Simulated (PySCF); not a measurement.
# A gas-phase reaction: CH4OZn + H2 → CH4Zn + H2O

Aim: the reaction energy of `[CH3][Zn][OH]` + `[H][H]` → `[CH3][ZnH]` + `O`.

Programs: PySCF 2.14.0. All values are calculated, for the isolated system unless a continuum is named. Atoms count from 0, parts from 1.

### Step 1. Starting point

Each species was relaxed by itself at PBE0-D3(BJ)/def2-SVPD.

### Step 2. Reaction energy: wB97M-D3(BJ)/def2-TZVPD

The job: settings as JSON, then the geometry in Å.

```
{"job": {"kind": "react", "xc": "wB97M-D3(BJ)", "basis": "def2-TZVPD"}, "charge": 0, "multiplicity": 1}
-1 CH4OZn charge 0 multiplicity 1
C     -1.106790    -0.522060     0.223020
Zn     0.553450     0.364780    -0.167400
O      2.018710     1.299430    -0.592310
H     -1.116160    -0.924600     1.246660
H     -1.286950    -1.358060    -0.468750
H     -1.952630     0.175800     0.131610
H      2.890370     0.964720    -0.372790

-1 H2 charge 0 multiplicity 1
H      0.379620     0.003290    -0.022610
H     -0.379620    -0.003290     0.022610

+1 CH4Zn charge 0 multiplicity 1
C      0.160240     0.434790     0.526470
Zn    -0.282110    -0.769590    -0.929720
H     -0.734220     0.721750     1.101820
H      0.622090     1.364500     0.158050
H      0.869410    -0.023900     1.233380
H     -0.635320    -1.727580    -2.090010

+1 H2O charge 0 multiplicity 1
O     -0.001990     0.389060    -0.016110
H     -0.761880    -0.198420     0.008210
H      0.763900    -0.190610     0.007880
```

Method: wB97M-D3(BJ)/def2-TZVPD reaction energy of separated species, gas phase.

On the command line:

```bash
OMP_NUM_THREADS=1 python cluster_run.py task.json out
```

The driver reads the jobs from task.json and runs them one after another.

Standard output:

```text
species 1 (CH4OZn)
coarse grid: 27688 points
cycle   1  E = -1895.0822455602  dE = -2.294e-01  |g| = 1.094e+00  |ddm| = 2.265e+00
cycle   2  E = -1894.8995749769  dE =  1.827e-01  |g| = 1.758e+00  |ddm| = 2.063e+00
cycle   3  E = -1895.2497104968  dE = -3.501e-01  |g| = 6.216e-02  |ddm| = 9.270e-01
cycle   4  E = -1895.2505760895  dE = -8.656e-04  |g| = 4.627e-02  |ddm| = 1.088e-01
cycle   5  E = -1895.2508752902  dE = -2.992e-04  |g| = 1.506e-02  |ddm| = 4.872e-02
cycle   6  E = -1895.2509244697  dE = -4.918e-05  |g| = 5.277e-03  |ddm| = 2.815e-02
cycle   7  E = -1895.2509327098  dE = -8.240e-06  |g| = 1.332e-03  |ddm| = 8.581e-03
final grid: 56944 points
cycle   8  E = -1895.2508375698  dE = -6.806e-07  |g| = 7.790e-04  |ddm| = 6.356e-03
cycle   9  E = -1895.2508376781  dE = -1.083e-07  |g| = 8.947e-04  |ddm| = 1.804e-03
cycle  10  E = -1895.2508377751  dE = -9.700e-08  |g| = 1.810e-04  |ddm| = 4.899e-04
cycle  11  E = -1895.2508377836  dE = -8.514e-09  |g| = 1.164e-04  |ddm| = 3.619e-04
cycle  12  E = -1895.2508377880  dE = -4.383e-09  |g| = 8.978e-06  |ddm| = 3.896e-04
cycle  13  E = -1895.2508377880  dE = -2.001e-11  |g| = 4.396e-06  |ddm| = 1.577e-05
converged SCF energy = -1895.2508377880

species 2 (H2)
coarse grid: 4944 points
cycle   1  E = -1.1694179111  dE = -2.751e-01  |g| = 9.863e-03  |ddm| = 4.504e-01
cycle   2  E = -1.1694521512  dE = -3.424e-05  |g| = 1.161e-03  |ddm| = 9.676e-03
cycle   3  E = -1.1694528334  dE = -6.822e-07  |g| = 1.815e-04  |ddm| = 1.918e-03
final grid: 10744 points
cycle   4  E = -1.1694517857  dE = -2.398e-08  |g| = 4.108e-05  |ddm| = 3.864e-04
cycle   5  E = -1.1694517870  dE = -1.265e-09  |g| = 9.611e-06  |ddm| = 9.159e-05
cycle   6  E = -1.1694517870  dE = -7.499e-11  |g| = 3.020e-07  |ddm| = 2.867e-05
converged SCF energy = -1.1694517870

species 3 (CH4Zn)
coarse grid: 22512 points
cycle   1  E = -1819.8803575486  dE = -3.834e-01  |g| = 7.726e-01  |ddm| = 2.133e+00
cycle   2  E = -1819.8307264013  dE =  4.963e-02  |g| = 1.254e+00  |ddm| = 1.505e+00
cycle   3  E = -1819.9354118791  dE = -1.047e-01  |g| = 5.276e-02  |ddm| = 5.580e-01
cycle   4  E = -1819.9361917729  dE = -7.799e-04  |g| = 2.371e-02  |ddm| = 8.234e-02
cycle   5  E = -1819.9363687987  dE = -1.770e-04  |g| = 6.223e-03  |ddm| = 3.710e-02
cycle   6  E = -1819.9363769441  dE = -8.145e-06  |g| = 1.265e-03  |ddm| = 9.085e-03
final grid: 45736 points
cycle   7  E = -1819.9362736825  dE = -1.005e-07  |g| = 1.636e-03  |ddm| = 3.358e-03
cycle   8  E = -1819.9362733756  dE =  3.069e-07  |g| = 2.861e-03  |ddm| = 1.667e-03
cycle   9  E = -1819.9362738840  dE = -5.084e-07  |g| = 7.462e-05  |ddm| = 1.016e-03
cycle  10  E = -1819.9362738861  dE = -2.105e-09  |g| = 3.164e-05  |ddm| = 1.542e-04
cycle  11  E = -1819.9362738865  dE = -4.457e-10  |g| = 7.937e-06  |ddm| = 1.019e-04
converged SCF energy = -1819.9362738865

species 4 (H2O)
coarse grid: 10128 points
cycle   1  E = -76.4117504162  dE = -7.454e-02  |g| = 5.872e-01  |ddm| = 8.994e-01
cycle   2  E = -76.4087431837  dE =  3.007e-03  |g| = 6.461e-01  |ddm| = 5.038e-01
cycle   3  E = -76.4759340761  dE = -6.719e-02  |g| = 2.731e-02  |ddm| = 2.374e-01
cycle   4  E = -76.4760592791  dE = -1.252e-04  |g| = 5.497e-03  |ddm| = 1.609e-02
cycle   5  E = -76.4760679560  dE = -8.677e-06  |g| = 8.214e-04  |ddm| = 5.831e-03
final grid: 21952 points
cycle   6  E = -76.4760630671  dE = -1.976e-07  |g| = 5.844e-04  |ddm| = 1.372e-03
cycle   7  E = -76.4760630739  dE = -6.851e-09  |g| = 6.466e-04  |ddm| = 6.468e-04
cycle   8  E = -76.4760631376  dE = -6.364e-08  |g| = 3.200e-05  |ddm| = 2.236e-04
cycle   9  E = -76.4760631384  dE = -8.232e-10  |g| = 4.135e-06  |ddm| = 1.104e-04
converged SCF energy = -76.4760631384

Reaction energy = 5.189 kcal/mol
```

Wall time 13 s (1 thread of Arm Neoverse V2, shared host); peak memory 0.6 GiB.

Species by species (with the dispersion term, which the log's SCF energies lack):

```
 ν        species  energy (Eh)  HOMO (eV)
-1  [CH3][Zn][OH]  -1895.25553     -10.57
-1         [H][H]     -1.16967     -14.48
+1     [CH3][ZnH]  -1819.94011      -9.83
+1              O    -76.47682     -11.72
```

### Step 3. Reaction energy: PBE0-D3(BJ)/def2-TZVPD

The job, as its differences from that of step 2:

```diff
@@ -1,2 +1,2 @@
-{"job": {"kind": "react", "xc": "wB97M-D3(BJ)", "basis": "def2-TZVPD"}, "charge": 0, "multiplicity": 1}
+{"job": {"kind": "react", "xc": "PBE0", "basis": "def2-TZVPD", "disp": "d3bj"}, "charge": 0, "multiplicity": 1}
 -1 CH4OZn charge 0 multiplicity 1
```

With the program's defaults for keys left out, this is: PBE0-D3(BJ)/def2-TZVPD reaction energy of separated species, gas phase.

Standard output:

```text
species 1 (CH4OZn)
coarse grid: 27688 points
cycle   1  E = -1894.6027036529  dE = -2.098e-01  |g| = 1.263e+00  |ddm| = 2.631e+00
cycle   2  E = -1893.7098596495  dE =  8.928e-01  |g| = 2.741e+00  |ddm| = 3.132e+00
cycle   3  E = -1894.8001028423  dE = -1.090e+00  |g| = 3.041e-01  |ddm| = 2.127e+00
cycle   4  E = -1894.8145066170  dE = -1.440e-02  |g| = 1.834e-01  |ddm| = 3.785e-01
cycle   5  E = -1894.8189344045  dE = -4.428e-03  |g| = 3.574e-02  |ddm| = 9.705e-02
cycle   6  E = -1894.8191628234  dE = -2.284e-04  |g| = 1.224e-02  |ddm| = 3.257e-02
cycle   7  E = -1894.8191873283  dE = -2.450e-05  |g| = 1.539e-03  |ddm| = 8.793e-03
cycle   8  E = -1894.8191877462  dE = -4.179e-07  |g| = 2.102e-04  |ddm| = 1.811e-03
final grid: 56944 points
cycle   9  E = -1894.8191832171  dE = -3.273e-08  |g| = 3.361e-04  |ddm| = 2.975e-03
cycle  10  E = -1894.8191831829  dE =  3.420e-08  |g| = 6.741e-04  |ddm| = 6.518e-04
cycle  11  E = -1894.8191832306  dE = -4.772e-08  |g| = 2.454e-05  |ddm| = 3.383e-04
cycle  12  E = -1894.8191832307  dE = -9.641e-11  |g| = 1.233e-05  |ddm| = 2.822e-05
converged SCF energy = -1894.8191832307

species 2 (H2)
coarse grid: 1240 points
cycle   1  E = -1.1670645092  dE = -2.327e-01  |g| = 2.266e-02  |ddm| = 4.588e-01
cycle   2  E = -1.1672519461  dE = -1.874e-04  |g| = 3.233e-03  |ddm| = 1.896e-02
cycle   3  E = -1.1672564020  dE = -4.456e-06  |g| = 9.768e-05  |ddm| = 2.761e-03
final grid: 10744 points
cycle   4  E = -1.1681369276  dE = -1.918e-06  |g| = 2.728e-04  |ddm| = 1.558e-03
cycle   5  E = -1.1681369557  dE = -2.812e-08  |g| = 3.981e-05  |ddm| = 2.443e-04
cycle   6  E = -1.1681369563  dE = -6.282e-10  |g| = 1.243e-06  |ddm| = 3.089e-05
converged SCF energy = -1.1681369563

species 3 (CH4Zn)
coarse grid: 22512 points
cycle   1  E = -1819.5049019164  dE = -4.017e-01  |g| = 9.504e-01  |ddm| = 2.464e+00
cycle   2  E = -1819.3307458356  dE =  1.742e-01  |g| = 1.797e+00  |ddm| = 2.255e+00
cycle   3  E = -1819.5964553053  dE = -2.657e-01  |g| = 8.728e-02  |ddm| = 1.234e+00
cycle   4  E = -1819.5980810043  dE = -1.626e-03  |g| = 3.989e-02  |ddm| = 1.674e-01
cycle   5  E = -1819.5984215823  dE = -3.406e-04  |g| = 8.042e-03  |ddm| = 3.888e-02
cycle   6  E = -1819.5984315478  dE = -9.965e-06  |g| = 6.595e-04  |ddm| = 8.256e-03
final grid: 45736 points
cycle   7  E = -1819.5984182509  dE = -1.839e-08  |g| = 8.702e-04  |ddm| = 3.255e-03
cycle   8  E = -1819.5984181253  dE =  1.256e-07  |g| = 1.632e-03  |ddm| = 1.216e-03
cycle   9  E = -1819.5984183118  dE = -1.865e-07  |g| = 1.204e-04  |ddm| = 8.025e-04
cycle  10  E = -1819.5984183138  dE = -1.998e-09  |g| = 2.492e-05  |ddm| = 1.034e-04
cycle  11  E = -1819.5984183139  dE = -1.628e-10  |g| = 2.741e-06  |ddm| = 2.513e-05
converged SCF energy = -1819.5984183139

species 4 (H2O)
coarse grid: 2328 points
cycle   1  E = -76.3044349937  dE = -5.300e-03  |g| = 6.571e-01  |ddm| = 9.011e-01
cycle   2  E = -76.1882128520  dE =  1.162e-01  |g| = 1.036e+00  |ddm| = 7.256e-01
cycle   3  E = -76.3820367662  dE = -1.938e-01  |g| = 3.132e-02  |ddm| = 4.396e-01
cycle   4  E = -76.3822190684  dE = -1.823e-04  |g| = 5.864e-03  |ddm| = 1.606e-02
cycle   5  E = -76.3822242075  dE = -5.139e-06  |g| = 7.850e-04  |ddm| = 2.507e-03
final grid: 21952 points
cycle   6  E = -76.3808945052  dE = -1.508e-05  |g| = 3.438e-03  |ddm| = 9.315e-03
cycle   7  E = -76.3808925527  dE =  1.952e-06  |g| = 4.737e-03  |ddm| = 3.310e-03
cycle   8  E = -76.3808962451  dE = -3.692e-06  |g| = 2.522e-04  |ddm| = 1.959e-03
cycle   9  E = -76.3808962557  dE = -1.064e-08  |g| = 2.400e-05  |ddm| = 1.101e-04
cycle  10  E = -76.3808962558  dE = -1.122e-10  |g| = 3.287e-06  |ddm| = 1.515e-05
converged SCF energy = -76.3808962558

Reaction energy = 5.256 kcal/mol
```

Run time: 6.3 s. Hardware: 1 thread of Arm Neoverse V2, shared host; peak memory 0.57 GiB.

Reaction energy at this level: 5.26 kcal/mol.

### Step 4. Reaction energy: MP2/def2-TZVPD

The job, as its differences from that of step 3:

```diff
@@ -1,2 +1,2 @@
-{"job": {"kind": "react", "xc": "PBE0", "basis": "def2-TZVPD", "disp": "d3bj"}, "charge": 0, "multiplicity": 1}
+{"job": {"kind": "react", "xc": "MP2", "basis": "def2-TZVPD"}, "charge": 0, "multiplicity": 1}
 -1 CH4OZn charge 0 multiplicity 1
```

Method: MP2/def2-TZVPD reaction energy of separated species, gas phase.

Standard output:

```text
species 1 (CH4OZn)
final grid: 56944 points
cycle   1  E = -1892.8172262769  dE = -3.073e-01  |g| = 6.931e-01  |ddm| = 2.150e+00
cycle   2  E = -1892.8648693170  dE = -4.764e-02  |g| = 6.242e-01  |ddm| = 1.051e+00
cycle   3  E = -1892.9170742933  dE = -5.220e-02  |g| = 6.796e-02  |ddm| = 2.959e-01
cycle   4  E = -1892.9182547779  dE = -1.180e-03  |g| = 4.711e-02  |ddm| = 1.254e-01
cycle   5  E = -1892.9185923395  dE = -3.376e-04  |g| = 8.627e-03  |ddm| = 4.998e-02
cycle   6  E = -1892.9186313893  dE = -3.905e-05  |g| = 2.591e-03  |ddm| = 2.343e-02
cycle   7  E = -1892.9186362872  dE = -4.898e-06  |g| = 8.029e-04  |ddm| = 9.070e-03
cycle   8  E = -1892.9186366856  dE = -3.984e-07  |g| = 2.140e-04  |ddm| = 2.251e-03
cycle   9  E = -1892.9186367109  dE = -2.538e-08  |g| = 3.763e-05  |ddm| = 6.845e-04
cycle  10  E = -1892.9186367119  dE = -9.036e-10  |g| = 1.156e-05  |ddm| = 1.232e-04
converged SCF energy = -1892.9186367119

species 2 (H2)
final grid: 10744 points
cycle   1  E = -1.1312977105  dE = -3.213e-01  |g| = 4.426e-02  |ddm| = 4.479e-01
cycle   2  E = -1.1322324929  dE = -9.348e-04  |g| = 7.183e-03  |ddm| = 3.751e-02
cycle   3  E = -1.1322671931  dE = -3.470e-05  |g| = 8.111e-04  |ddm| = 1.078e-02
cycle   4  E = -1.1322676081  dE = -4.150e-07  |g| = 2.771e-05  |ddm| = 1.627e-03
cycle   5  E = -1.1322676085  dE = -4.855e-10  |g| = 2.610e-06  |ddm| = 6.834e-05
converged SCF energy = -1.1322676085

species 3 (CH4Zn)
final grid: 45736 points
cycle   1  E = -1817.9553007697  dE = -3.979e-01  |g| = 3.563e-01  |ddm| = 1.993e+00
cycle   2  E = -1817.9745725748  dE = -1.927e-02  |g| = 3.542e-01  |ddm| = 5.859e-01
cycle   3  E = -1817.9831622543  dE = -8.590e-03  |g| = 4.313e-02  |ddm| = 1.379e-01
cycle   4  E = -1817.9840542814  dE = -8.920e-04  |g| = 9.993e-03  |ddm| = 1.153e-01
cycle   5  E = -1817.9840844852  dE = -3.020e-05  |g| = 2.833e-03  |ddm| = 1.877e-02
cycle   6  E = -1817.9840878532  dE = -3.368e-06  |g| = 6.850e-04  |ddm| = 8.675e-03
cycle   7  E = -1817.9840880867  dE = -2.335e-07  |g| = 1.494e-04  |ddm| = 2.619e-03
cycle   8  E = -1817.9840881032  dE = -1.648e-08  |g| = 3.147e-05  |ddm| = 7.070e-04
cycle   9  E = -1817.9840881038  dE = -6.576e-10  |g| = 6.216e-06  |ddm| = 1.170e-04
converged SCF energy = -1817.9840881038

species 4 (H2O)
final grid: 21952 points
cycle   1  E = -76.0248946257  dE = -1.467e-01  |g| = 4.364e-01  |ddm| = 8.776e-01
cycle   2  E = -76.0503806726  dE = -2.549e-02  |g| = 2.594e-01  |ddm| = 2.972e-01
cycle   3  E = -76.0608897023  dE = -1.051e-02  |g| = 2.594e-02  |ddm| = 1.025e-01
cycle   4  E = -76.0610470611  dE = -1.574e-04  |g| = 5.694e-03  |ddm| = 1.523e-02
cycle   5  E = -76.0610614287  dE = -1.437e-05  |g| = 1.176e-03  |ddm| = 5.302e-03
cycle   6  E = -76.0610623184  dE = -8.897e-07  |g| = 2.235e-04  |ddm| = 1.658e-03
cycle   7  E = -76.0610623551  dE = -3.670e-08  |g| = 3.304e-05  |ddm| = 3.733e-04
cycle   8  E = -76.0610623558  dE = -6.658e-10  |g| = 4.159e-06  |ddm| = 3.886e-05
converged SCF energy = -76.0610623558

Reaction energy = 11.224 kcal/mol
```

Wall time 3 s (1 thread of Arm Neoverse V2, shared host); peak memory 0.5 GiB.

Reaction energy at this level: 11.22 kcal/mol.

### Step 5. Side by side

Energies in kcal/mol, with wall time:

```
                    run  reaction   time
wB97M-D3(BJ)/def2-TZVPD      5.19   13 s
 PBE0-D3(BJ)/def2-TZVPD      5.26  6.3 s
         MP2/def2-TZVPD     11.22    3 s
```

### Step 6. Results

| quantity | value |
| --- | --- |
| reaction energy (wB97M-D3(BJ)/def2-TZVPD) | 5.19 kcal/mol |
| ΔH, ΔG at 298 K (xTB thermal terms) | +7.3, +6.9 kcal/mol |
| range of the reaction energy over the runs of this table | 5.19 to 11.22 kcal/mol |

In words: The reaction is endothermic by 7.3 kcal/mol in the gas phase; dispersion gives +0.20, and xTB itself gave -8.50 for the electronic energy (xTB energies and thermal terms come from the earlier relaxation of each species, not shown). No barrier was sought. xTB and this level differ widely in the electronic energy, so what comes from xTB (the thermal terms above all) is less safe here. The reaction energy runs from 5.19 (wB97M-D3(BJ)/def2-TZVPD) to 11.22 kcal/mol (MP2/def2-TZVPD).
